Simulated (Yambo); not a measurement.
Input of a Yambo 5.3.0 run:

The input optics2.in:

```
optics
chi
tddft
Chimod= "ALDA"
% BndsRnXd
 1 | 41 |
%
NGsBlkXd= 3 Ry
% LongDrXd
 1 | 0 | 0 |
%
% QpntsRXd
 1 | 1 |
%
% EnRngeXd
 0 | 20 | eV
%
% DmRngeXd
 0.1 | 0.1 | eV
%
ETStpsXd= 200
FxcGRLc= 3 Ry
VXCRLvcs= 3 Ry
```

Contents of scf.in:

```
&CONTROL
  calculation = 'scf'
  prefix = 'pwscf'
  outdir = './tmp'
  pseudo_dir = './pseudo'
/
&SYSTEM
  ibrav = 0
  nat = 2
  ntyp = 1
  ecutwfc = 84
  nbnd = 24
  occupations = 'smearing'
  smearing = 'fd'
  degauss = 0.00367493
  force_symmorphic = .true.
/
&ELECTRONS
  conv_thr = 4d-10
  electron_maxstep = 120
  mixing_beta = 0.5
/
ATOMIC_SPECIES
Ru   101.0700 Ru.upf
CELL_PARAMETERS angstrom
   2.7058000000    0.0000000000    0.0000000000
  -1.3529000000    2.3432915376    0.0000000000
   0.0000000000    0.0000000000    4.2819000000
ATOMIC_POSITIONS crystal
Ru     0.6666666667    0.3333333333    0.7500000000
Ru     0.3333333333    0.6666666667    0.2500000000
K_POINTS automatic
12 12 8 0 0 0
```

nscf.in

```
&CONTROL
  calculation = 'nscf'
  prefix = 'pwscf'
  outdir = './tmp'
  pseudo_dir = './pseudo'
/
&SYSTEM
  ibrav = 0
  nat = 2
  ntyp = 1
  ecutwfc = 84
  nbnd = 46
  occupations = 'smearing'
  smearing = 'fd'
  degauss = 0.00367493
  force_symmorphic = .true.
/
&ELECTRONS
  conv_thr = 1d-08
  diago_full_acc = .true.
  diago_thr_init = 1d-06
/
ATOMIC_SPECIES
Ru   101.0700 Ru.upf
CELL_PARAMETERS angstrom
   2.7058000000    0.0000000000    0.0000000000
  -1.3529000000    2.3432915376    0.0000000000
   0.0000000000    0.0000000000    4.2819000000
ATOMIC_POSITIONS crystal
Ru     0.6666666667    0.3333333333    0.7500000000
Ru     0.3333333333    0.6666666667    0.2500000000
K_POINTS automatic
12 12 8 0 0 0
```

Potentials or basis: PseudoDojo 0.4.1 SR PBE standard.

The run is started by

```sh
$ OMP_NUM_THREADS=1 pw.x -in scf.in > scf.out
$ OMP_NUM_THREADS=1 pw.x -in nscf.in > nscf.out
$ cd tmp/pwscf.save; p2y; mv SAVE ../..; cd ../..
$ OMP_NUM_THREADS=1 yambo
$ OMP_NUM_THREADS=1 yambo -F optics2.in -J optics2 -C optics2_out
```

Problem. What does it give for the band gap on the k mesh, mean-field level?

Solution. None (metal or under the smearing width).

Dielectric function (along the field direction of the input):
| energy (eV) | real part | imaginary part |
| --- | --- | --- |
| 0.30 | 51.98 | 13.40 |
| 0.80 | 46.63 | 24.04 |
| 1.31 | 55.85 | 24.19 |
| 1.81 | 39.65 | 50.43 |
| 2.31 | 2.15 | 60.42 |
| 2.81 | -1.89 | 44.32 |
| 3.32 | -23.60 | 31.33 |
| 3.82 | -14.70 | 14.46 |
| 4.32 | -8.41 | 11.21 |
| 4.82 | -9.57 | 9.43 |
| 5.33 | -7.70 | 7.50 |
| 5.83 | -6.00 | 5.05 |
| 6.33 | -5.13 | 3.94 |
| 6.83 | -4.22 | 3.19 |
| 7.34 | -3.33 | 1.97 |
| 7.84 | -2.47 | 1.75 |
| 8.34 | -1.49 | 1.79 |
| 8.84 | -1.02 | 1.57 |
| 9.35 | -0.37 | 1.14 |
| 9.85 | 0.43 | 1.23 |
| 10.35 | 0.29 | 0.96 |
| 10.85 | 0.89 | 1.31 |
| 11.36 | 1.00 | 1.99 |
| 11.86 | 1.13 | 1.85 |
| 12.36 | 0.99 | 1.89 |
| 12.86 | 1.11 | 1.87 |
| 13.37 | 1.25 | 1.76 |
| 13.87 | 1.35 | 1.78 |
| 14.37 | 1.05 | 2.02 |
| 14.87 | 1.51 | 1.72 |
| 15.38 | 1.57 | 2.01 |
| 15.88 | 1.56 | 1.88 |
| 16.38 | 1.98 | 2.16 |
| 16.88 | 1.62 | 2.09 |
| 17.39 | 3.10 | 3.29 |
| 17.89 | 1.10 | 5.01 |
| 18.39 | -0.06 | 3.93 |
| 18.89 | 0.23 | 3.20 |
| 19.40 | -1.08 | 3.70 |
| 20.00 | -0.72 | 2.47 |

Caveat: the LDA kernel is used on GGA states, which is inconsistent by a few percent; the intraband (Drude) term of the metal is left out; spectra need much finer meshes, so this one isn't converged; these spectra lack excitons.
